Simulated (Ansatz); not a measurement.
# SiGeHO (quartet): from Hartree-Fock to the top rungs, cc-pVDZ

How much of the correlation energy of SiGeHO (quartet) does each wave-function method recover here?

Program: Ansatz 0.2.0, Gaussian basis. Level of theory: cc-pVDZ, core rule «outside noble gas», up to 20 orbitals frozen. These are calculated values, not measurements.

The runs, in order: UHF; CCSD(T) on ROHF; CCSD(T) on UHF; BCCD(T) on ROHF; CISD as a restricted active space (open shells left free, so some higher excitations enter); CCSDT(Q) on ROHF; CCSDT(Q) on UHF.

28 further runs of the same task are left out: 13 that didn't finish, 15 set aside as unsound or not needed. Runs told in other sessions of the task aren't counted.

### Step 1. What is computed

The geometry is a PBE0/def2-TZVP stationary point (not a proven minimum). No spin-orbit coupling is included. The filled d shell of Ge may be among the frozen orbitals whatever the setting's name suggests.

4 atoms, charge 0, spin multiplicity 4.

Atoms are counted from 1 here; the program's logs count them from 0.

Bond lengths: Ge1–Si2 2.367 Å, Ge1–H4 1.571 Å, Si2–O3 1.578 Å. Angles: Si2–Ge1–H4 126.9°, Ge1–Si2–O3 76.8°.

Geometry (Å):

```xyz
4

Ge    0.0000   -0.0410    0.8516
Si    0.0000    0.6188   -1.4219
O     0.0000   -0.9568   -1.5032
H     0.0000    0.9028    2.1070
```

### Step 2. UHF

Contents of in.yaml:

```yaml
crystal:
  periodic: [false, false, false]
  atoms:
    - {symbol: Ge, position_ang: [0.000000, -0.041029, 0.851607]}
    - {symbol: Si, position_ang: [0.000000, 0.618777, -1.421905]}
    - {symbol: O, position_ang: [0.000000, -0.956801, -1.503152]}
    - {symbol: H, position_ang: [0.000000, 0.902764, 2.107007]}
basis:
  gaussian: {orbitals: cc-pVDZ}
magnetization: {spin_polarized: true, initial_magnetization: 3}
hamiltonian: {xc: hf}
output: {orbitals: {seedname: orbitals}}
```

Run with:

```sh
$ ansatz run in.yaml --threads 1 --pin off --events-out ev --progress --plain --max-ram 2393MiB
```

Further steps of the session: CCSD(T) on ROHF; CCSD(T) on UHF; BCCD(T) on ROHF; CISD as a restricted active space (open shells left free, so some higher excitations enter); CCSDT(Q) on ROHF; CCSDT(Q) on UHF.

Q: Predict the results of all the runs planned. Wanted: UCCSDT(Q) from the RHF energy; RMP2 from UCCSDT(Q); UMP2 from UCCSDT(Q); RCCSD from UCCSDT(Q); RCCSD(T) from UCCSDT(Q); UCCSD(T) from UCCSDT(Q); RCCSDT(Q) from UCCSDT(Q); T1 diagnostic.

**Answer**, as computed:

| quantity | value |
| --- | --- |
| UCCSDT(Q) from the ROHF energy | -10.1730 eV |
| RMP2 from UCCSDT(Q) | +1627.5 meV |
| UMP2 from UCCSDT(Q) | +1592.3 meV |
| RCCSD from UCCSDT(Q) | +506.1 meV |
| RCCSD(T) from UCCSDT(Q) | +125.0 meV |
| UCCSD(T) from UCCSDT(Q) | +112.8 meV |
| RCCSDT(Q) from UCCSDT(Q) | +14.0 meV |
| levels within 1 kcal/mol (43 meV) | RCCSDT(Q) |
| T1 diagnostic | 0.062 |

What this shows: RCCSD(T) lands +125.0 meV from the yardstick (1.2 % of the correlation energy). These misses are within one basis, not against nature; the frozen cores of restricted and unrestricted runs differ, which can shift their rows.

With open shells the CI space here admits some higher excitations, so it is larger than plain CISD.
